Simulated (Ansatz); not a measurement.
# ClFH5NSi2: basis-set convergence

The task here is to estimate one member of a computed series from the others.

Program: Ansatz 0.2.0, Gaussian basis. Level of theory: one geometry, several basis sets. These are calculated values, not measurements.

Plan: PBE0-D4/def2-SVP; ωB97M-V/def2-SVP; PBE0-D4/def2-QZVPP; ωB97M-V/def2-QZVPP; the functionals' def2-TZVPP values are taken from earlier runs.

## Structure used throughout

An earlier PBE0-D4 in a triple-zeta def2 set relaxation fixed the geometry.

SMILES `N[Si](F)([SiH3])Cl`, 10 atoms, charge 0, spin multiplicity 1.

Atoms are counted from 1 here; the program's logs count them from 0.

Bond lengths: N1–Si2 1.695 Å, N1–H6 1.009 Å, N1–H7 1.007 Å, Si2–F3 1.595 Å, Si2–Si4 2.334 Å, Si2–Cl5 2.065 Å, Si4–H8 1.488 Å, Si4–H9 1.484 Å, Si4–H10 1.486 Å. Angles: Si2–N1–H6 120.6°, Si2–N1–H7 120.3°, H6–N1–H7 111.5°, N1–Si2–F3 106.2°, N1–Si2–Si4 111.6°, N1–Si2–Cl5 114.3°, F3–Si2–Si4 112.4°, F3–Si2–Cl5 104.3°, Si4–Si2–Cl5 107.8°, Si2–Si4–H8 108.2°, Si2–Si4–H9 109.8°, Si2–Si4–H10 110.6°, H8–Si4–H9 109.3°, H8–Si4–H10 109.0°, H9–Si4–H10 109.9°.

Set-up of the first run:

Contents of in.yaml:

```yaml
crystal:
  periodic: [false, false, false]
  atoms:
    - {symbol: N, position_ang: [-0.929708, 1.467515, -0.432420]}
    - {symbol: Si, position_ang: [0.174781, 0.223516, -0.756286]}
    - {symbol: F, position_ang: [-0.299438, -0.449472, -2.122377]}
    - {symbol: Si, position_ang: [0.280567, -1.309380, 1.000924]}
    - {symbol: Cl, position_ang: [2.096264, 0.871233, -1.146022]}
    - {symbol: H, position_ang: [-1.226992, 2.094382, -1.164627]}
    - {symbol: H, position_ang: [-0.936684, 1.920053, 0.467318]}
    - {symbol: H, position_ang: [0.563108, -0.559491, 2.254934]}
    - {symbol: H, position_ang: [1.373875, -2.282969, 0.754963]}
    - {symbol: H, position_ang: [-1.012674, -2.026685, 1.146494]}
basis:
  gaussian: {orbitals: def2-SVP}
hamiltonian: {xc: pbe0, dispersion: d4}
output: {orbitals: {seedname: orbitals}}
```

The run is started by

```bash
> ansatz run in.yaml --threads 4 --pin off --events-out ev --progress --plain --max-ram 10444MiB
```

Among the steps run: PBE0-D4 in def2-SVP; ωB97M-V in def2-SVP; PBE0-D4 in def2-QZVPP; ωB97M-V in def2-QZVPP.

One of the session's tables, all rows but one given; the rest of the session is left out.

```
functional       basis  HOMO (eV)  LUMO (eV)
   PBE0-D4    def2-SVP      -7.95       0.07
   PBE0-D4  def2-TZVPP          ?          ?
   PBE0-D4  def2-QZVPP      -8.15      -0.32
   ωB97M-V    def2-SVP     -10.15       1.99
   ωB97M-V  def2-TZVPP     -10.32       1.55
   ωB97M-V  def2-QZVPP     -10.36       1.31
```

**Question.** Estimate the row for PBE0-D4, def2-TZVPP.

As computed: HOMO (eV): -8.11; LUMO (eV): -0.25. In the column «HOMO (eV)» it lies between PBE0-D4, def2-QZVPP (-8.15) and PBE0-D4, def2-SVP (-7.95).
